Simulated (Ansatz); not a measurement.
# Mo2As2C3: from the start to rest

Aim: in Mo2As2C3, a known structure type filled with other elements, at an estimated volume, relax cell and atoms, then read levels, charges and fields where it ends.

All numbers below are computed with Ansatz 0.2.0 (DFT, PBEsol, no spin polarisation, plane waves, PAW).

## 1. The system as given

The structure is monoclinic, space group C2/m (No. 12). The conventional cell has a = 11.302 Å, b = 3.197 Å, c = 5.480 Å, α = 90.00°, β = 113.11°, γ = 90.00°. As (site symmetry m) is surrounded by 5 C at 2.34 to 2.45 Å. Mo (site symmetry m) is surrounded by 4 C at 1.97 to 2.06 Å. C (site symmetry m) is surrounded by 3 Mo at 1.99 to 2.06 Å. C (site symmetry 2/m) has 2 Mo at 1.97 Å as nearest neighbours.

The coordinates stand in the input below.

The first density is read from a saved solution for the starting cell.

## 2. The relaxation

input.yaml

```yaml
crystal:
  lattice:
    - [0.0, 3.196816, 0.0]
    - [5.650962, -1.598408, 0.0]
    - [2.150946, 0.0, -5.040382]
  atoms:
    - { symbol: As, position: [0.39147, 0.78294, 0.81937] }
    - { symbol: As, position: [0.60853, 0.21706, 0.18063] }
    - { symbol: Mo, position: [0.15766, 0.31532, 0.6741] }
    - { symbol: Mo, position: [0.84234, 0.68468, 0.3259] }
    - { symbol: C, position: [0.2512, 0.5024, 0.268] }
    - { symbol: C, position: [0.7488, 0.4976, 0.732] }
    - { symbol: C, position: [0.0, 0.0, 0.0] }
  symmetry: { tolerance: 0.0003 }
kpoints:
  mp_grid: { grid: [6, 6, 4], shift: [0, 0, 0] }
magnetization:
  spin_polarized: false
scf:
  occupations: { method: cold, width: 0.0506 }
  lower_state_search: "off"
hamiltonian:
  pseudopotentials: { kind: paw }
  xc: pbesol
basis:
  ecutwfc: 420
  fft_grid_basis: typed
relax:
  max_steps: 40
  cell: { p_target: 0.0 }
output:
  forces: true
  stress: true
  eigenvalues: true
  bader: true
  populations: true
  elf: true
  write_potential: true
  volumetric_format: npy
  dos:
    e_range: [-12, 8]
    de: 0.05
    projected: { site_lists: { As: [As], C: [C], Mo: [Mo] } }
checkpoint:
  read: saved_state
```

Run with:

```console
$ ansatz run input.yaml --threads 2 --pin off --max-ram 3584MiB --backend cpu --events-out ev --progress --plain --runs-dir out
```

What does the calculation give? Wanted: moves; energy gained; largest move; cell; volume; pressure at the end; character; Bader charges.

The runs gave:

| quantity | value |
| --- | --- |
| moves | 14 |
| energy gained | 314.7 meV/atom |
| largest move | 0.78 Å (C) |
| space group (0.01 Å), before / after | C2/m / C2/m |
| cell | a = 3.083 Å, b = 5.931 Å, c = 5.418 Å, α = 67.69°, β = 90.00°, γ = 105.06° |
| volume | 12.56 Å³/atom (-3.4 %) |
| pressure at the end | -0.01 GPa |
| formation energy (elements from separate runs) | 0.72 eV/atom |
| character | metal |
| density of states, mean within 0.25 eV of the Fermi level | 2.7 per eV per cell |
| Bader charges | As +0.47, Mo +1.19, C -1.11 to -1.09 e |

The volume shrank by 3.4 %, and the largest move of an atom is 0.78 Å apart from the change of the cell; the energy fell by 314.7 meV per atom. The run held to 4 symmetry operations, so a lower structure without them is not ruled out. It is a metal; within 0.25 eV of the Fermi level the density of states averages 2.7 per eV per cell, mostly Mo d (50 %), C p (21 %) and As p (16 %). By Bader's partition Mo gives up most (+1.19 e) and C takes most (-1.10 e). Set against separate runs on the elements (As grey arsenic (A7), Mo bcc, C graphite), it forms at 0.72 eV per atom, so at this geometry it is not bound against them.

Keep in mind: the k mesh is coarse for a cell without a gap.
